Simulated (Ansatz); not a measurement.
# KTe2Ir: the cost of one run

Method: DFT PBE, scalar-relativistic, plane waves, PAW, in Ansatz 0.2.0.

**1. The system as given**

The structure is hexagonal, space group P6/mmm (No. 191). The conventional cell has a = 4.148 Å, b = 4.148 Å, c = 9.504 Å, α = 90.00°, β = 90.00°, γ = 120.00°. K (site symmetry 6/mmm) has 2 Te at 2.47 Å as nearest neighbours. Around Te (site symmetry 6mm) lie 1 Ir at 2.29 Å and 1 K at 2.47 Å. Around Ir (site symmetry 6/mmm) lie 2 Te at 2.29 Å.

As a file:

```
K Te Ir
1.0
     4.14780    0.00000    0.00000
    -2.07390    3.59210    0.00000
     0.00000    0.00000    9.50388
K Te Ir
1 2 1
Cartesian
  0.0000 0.0000 0.0000
  0.0000 0.0000 2.4650
  0.0000 0.0000 7.0389
  0.0000 0.0000 4.7519
```

The cell is invented: random cell by space group and Wyckoff sites (P6/mmm, No. 191). Its size is a rough estimate.

**2. A first look at the guess**

Input file input.yaml:

```yaml
crystal:
  lattice:
    - [4.14780003, 0.0, 0.0]
    - [-2.07390001, 3.59210019, 0.0]
    - [0.0, 0.0, 9.50388461]
  atoms:
    - { symbol: K, position: [0.0, 0.0, 0.0] }
    - { symbol: Te, position: [0.0, 0.0, 0.25936874] }
    - { symbol: Te, position: [0.0, 0.0, 0.74063126] }
    - { symbol: Ir, position: [0.0, 0.0, 0.5] }
basis:
  ecutwfc: 420
kpoints:
  mp_grid: { grid: [6, 6, 2] }
hamiltonian:
  xc: pbe
scf:
  occupations: { method: gaussian, width: 0.1 }
  lower_state_search: "off"
output:
  forces: true
  stress: true
  eigenvalues: true
```

Run with:

```bash
$ ansatz run input.yaml --threads 1 --pin off --max-ram 2560MiB --backend cpu --events-out ev --progress --plain --runs-dir out
```

What time and memory should one allow on 1 thread of Arm Neoverse N1, shared host?

About 8.2 s, with a peak of 0.4 GiB.
